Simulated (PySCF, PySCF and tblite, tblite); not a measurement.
# C₆H₁₂BNO: a path driven as rotation about a bond, and NMR exchange, part 3 of 3

PySCF and tblite. Atoms count from 0. The steps go on from the part before.

## 12. Shieldings, end: PBE0/pcSseg-1

The job: settings as JSON, then the geometry in Å.

```
{"job": {"kind": "nmr", "xc": "PBE0", "basis": "pcSseg-1", "pop": false}, "charge": 0, "multiplicity": 1}
C      0.429154     1.724758     0.082317
B      0.883484     0.255452    -0.337882
C      2.433384     0.065519    -0.777562
C      3.286711     0.310885     0.347179
N      3.948219     0.506918     1.260981
O      0.199207    -0.878279    -0.345826
C     -1.145437    -1.173880     0.002312
C     -1.455864    -0.778069     1.443300
C     -2.124198    -0.548265    -0.988801
H     -0.643884     1.892713     0.103893
H      0.810865     1.937125     1.080906
H      0.863632     2.476441    -0.573154
H      2.620319    -0.950396    -1.130071
H      2.711962     0.764140    -1.569136
H     -1.212182    -2.268475    -0.083146
H     -2.426954    -1.172349     1.730536
H     -0.699957    -1.186952     2.109337
H     -1.466982     0.301713     1.555257
H     -1.860844    -0.835996    -2.003742
H     -2.102637     0.535560    -0.920524
H     -3.132125    -0.894244    -0.776551
```

The program printed:

```text
coarse grid: 17192 points
cycle   1  E = -390.0347154560  dE =  9.940e-01  |g| = 7.634e-01  |ddm| = 3.922e+00
cycle   2  E = -389.8489393431  dE =  1.858e-01  |g| = 1.238e+00  |ddm| = 1.528e+00
cycle   3  E = -390.1475934613  dE = -2.987e-01  |g| = 2.525e-01  |ddm| = 1.021e+00
cycle   4  E = -390.1610617598  dE = -1.347e-02  |g| = 6.715e-02  |ddm| = 1.935e-01
cycle   5  E = -390.1617797802  dE = -7.180e-04  |g| = 3.367e-02  |ddm| = 6.623e-02
cycle   6  E = -390.1619990662  dE = -2.193e-04  |g| = 3.788e-03  |ddm| = 2.411e-02
cycle   7  E = -390.1620020557  dE = -2.989e-06  |g| = 9.335e-04  |ddm| = 3.828e-03
final grid: 165120 points
cycle   8  E = -390.2243992723  dE = -6.796e-05  |g| = 1.309e-02  |ddm| = 3.878e-02
cycle   9  E = -390.2243656490  dE =  3.362e-05  |g| = 1.900e-02  |ddm| = 2.069e-02
cycle  10  E = -390.2244345299  dE = -6.888e-05  |g| = 2.213e-03  |ddm| = 1.261e-02
cycle  11  E = -390.2244355278  dE = -9.979e-07  |g| = 2.294e-04  |ddm| = 1.848e-03
cycle  12  E = -390.2244355355  dE = -7.657e-09  |g| = 1.354e-04  |ddm| = 2.943e-04
cycle  13  E = -390.2244355384  dE = -2.855e-09  |g| = 8.154e-05  |ddm| = 1.345e-04
cycle  14  E = -390.2244355397  dE = -1.369e-09  |g| = 1.417e-05  |ddm| = 6.144e-05
cycle  15  E = -390.2244355398  dE = -4.593e-11  |g| = 2.608e-06  |ddm| = 1.258e-05
converged SCF energy = -390.2244355398

GIAO shielding tensors (ppm)
atom      isotropic    diamagn.    paramagn.     s11        s22        s33       span
  0 C      181.153     257.866     -76.713    168.107    182.918    192.435     24.328
  1 B       54.659     192.137    -137.478     12.747     54.529     96.700     83.953
  2 C      174.017     255.111     -81.094    160.920    174.460    186.672     25.752
  3 C       63.711     260.447    -196.736    -52.009    -47.957    291.099    343.108
  4 N      -26.717     340.468    -367.185   -199.060   -184.115    303.023    502.083
  5 O      102.404     397.940    -295.536    -41.830     44.319    304.724    346.555
  6 C      112.738     241.530    -128.791     84.390     96.225    157.600     73.210
  7 C      161.201     251.465     -90.264    143.444    156.142    184.016     40.571
  8 C      161.472     250.393     -88.921    142.938    156.721    184.757     41.818
  9 H       31.206      34.944      -3.738     26.032     31.288     36.299     10.267
 10 H       30.634      33.482      -2.848     27.244     28.901     35.757      8.513
 11 H       31.024      32.160      -1.137     26.632     29.551     36.888     10.256
 12 H       30.109      30.230      -0.121     25.981     29.156     35.189      9.208
 13 H       30.040      28.911       1.129     26.974     28.032     35.113      8.140
 14 H       27.026      30.647      -3.621     23.716     26.206     31.157      7.441
 15 H       30.561      30.165       0.395     26.441     27.930     37.311     10.871
 16 H       30.087      31.999      -1.912     26.596     27.980     35.685      9.089
 17 H       30.126      33.525      -3.399     26.266     30.495     33.618      7.351
 18 H       30.161      30.513      -0.352     26.551     27.832     36.099      9.548
 19 H       30.120      32.461      -2.341     25.994     30.635     33.729      7.735
 20 H       30.586      29.473       1.113     26.421     28.041     37.296     10.875
```

Run time: 33 s. Hardware: 1 thread of Arm Neoverse V2, shared host; peak memory 0.97 GiB.

In short: HOMO -8.16 eV, LUMO -0.07 eV; dipole 5.49 D.

## 13. Second level: PBE0/pcSseg-1 + D3(BJ)

The job: settings as JSON, then the geometry in Å.

```
{"job": {"smiles": "CB(CC#N)OC(C)C", "charge": 0, "mult": 1, "motion": "rotation", "what": "boronate", "atoms": [1, 5], "drives": [{"terms": [["t", [0, 1, 5, 6], 0.5], ["t", [2, 1, 5, 6], 0.5]], "by": 180, "n": 12}], "study": "path", "level": {"kind": "nmr", "xc": "PBE0", "basis": "pcSseg-1", "wide": true}, "fields": [90, 200, 700], "first": 0, "seed": 644, "kind": "pathvar"}, "charge": 0, "multiplicity": 1}
C      0.859081     2.584519    -0.496583
B      0.712865     1.007921    -0.360529
C      2.053107     0.093088    -0.504602
C      2.253717    -0.718193     0.657530
N      2.385463    -1.352416     1.602565
O     -0.494567     0.518742    -0.154106
C     -0.896032    -0.829955     0.030552
C     -1.203236    -1.052759     1.508671
C     -2.122521    -1.077741    -0.844192
H     -0.100760     3.089371    -0.445150
H      1.486284     2.983307     0.298480
H      1.334204     2.862566    -1.435151
H      1.965273    -0.570052    -1.370325
H      2.939598     0.713486    -0.646101
H     -0.085684    -1.508093    -0.271791
H     -1.573810    -2.062134     1.661882
H     -0.301208    -0.917420     2.100231
H     -1.954632    -0.340863     1.841122
H     -1.886054    -0.884317    -1.887995
H     -2.929182    -0.414122    -0.543465
H     -2.450826    -2.107992    -0.741515
```

The program printed:

```text
stationary points (kcal/mol above the start)
  n  kind          group   xTB      DFT    lowest mode
  0  minimum      C1       0.00     0.00      39.2
  1  saddle       C1      10.36    12.87    -204.2
  2  minimum      C1       2.02     2.65      10.3

GFN2-xTB energies: T/K, barrier G, reaction G (kcal/mol), k forward, k back (1/s)
 150.00     9.34     1.79     0.0779       31.7
 200.00     9.34     1.71        259    1.9e+04
 250.00     9.36     1.62   3.43e+04   9.03e+05
 298.15     9.39     1.55   8.15e+05   1.11e+07
 350.00     9.43     1.46   9.38e+06   7.68e+07
 400.00     9.49     1.38   5.45e+07    3.1e+08
 500.00     9.63     1.22   6.43e+08    2.2e+09

B3LYP/pcSseg-1 + D3(BJ) energies: T/K, barrier G, reaction G (kcal/mol), k forward, k back (1/s)
 150.00    11.72     2.38   2.63e-05     0.0784
 200.00    11.72     2.30      0.646        211
 250.00    11.74     2.22        284   2.46e+04
 298.15    11.77     2.14   1.46e+04    5.4e+05
 350.00    11.82     2.06   3.05e+05   5.86e+06
 400.00    11.87     1.98   2.72e+06   3.27e+07
 500.00    12.01     1.82   5.84e+07   3.64e+08

PBE0/pcSseg-1 + D3(BJ) energies: T/K, barrier G, reaction G (kcal/mol), k forward, k back (1/s)
 150.00    11.85     2.43   1.69e-05     0.0583
 200.00    11.86     2.34      0.463        169
 250.00    11.87     2.26        217   2.06e+04
 298.15    11.90     2.18   1.17e+04   4.65e+05
 350.00    11.95     2.10   2.52e+05   5.16e+06
 400.00    12.00     2.02    2.3e+06   2.92e+07
 500.00    12.15     1.86   5.11e+07   3.33e+08
```

Run time: 3.6 min. Hardware: 1 thread of Arm Neoverse V2, shared host; peak memory 1.1 GiB. This counts the runs that the step sums up.

Barriers by level (kcal/mol; entropies in cal/(mol K)). Zero-point and thermal terms come from xTB in every row. ΔG‡ leaves symmetry out; the rate counts one path; effective ΔG‡, where given, is the barrier that would give that rate by Eyring's equation alone:

```tsv
level	ΔE‡	with zero-point	ΔH‡	ΔS‡	ΔG‡ (298 K)	ΔE of reaction	k at 298 K (1/s)	effective ΔG‡
GFN2-xTB	10.36	9.42	9.31	-0.3	9.39	2.02	8.2e+05	9.39
B3LYP/pcSseg-1 + D3(BJ)	12.74	11.81	11.69	-0.3	11.77	2.61	1.5e+04	11.77
PBE0/pcSseg-1 + D3(BJ)	12.87	11.94	11.83	-0.3	11.90	2.65	1.2e+04	11.90
```

## 14. Outcome

What follows sums up all 3 parts.

```
                               quantity                               value
      barrier (B3LYP/pcSseg-1 + D3(BJ))  ΔE‡ 12.7, ΔG‡(298 K) 11.8 kcal/mol
                     barrier (GFN2-xTB)                   ΔE‡ 10.4 kcal/mol
                          rate at 298 K                         1.5e+04 s⁻¹
                        end of the path         2.6 kcal/mol from the start
stages that failed or stayed incomplete                                   1
```

**Reading.** The saddle has a nearly straight angle, B1–O5–C6 (170°), which it lacks at the start: the motion passes through an in-plane inversion or a T-shaped form rather than a plain rotation or pyramidal inversion. The barrier is 12.7 kcal/mol at the DFT level (xTB: 10.4); with thermal terms and the count of paths the DFT value gives a rate of 1.5e+04 s⁻¹ at 298 K. An error of 1.4 kcal/mol changes that rate tenfold. PBE0/pcSseg-1 + D3(BJ) moves the barrier from 12.7 to 12.9 kcal/mol.
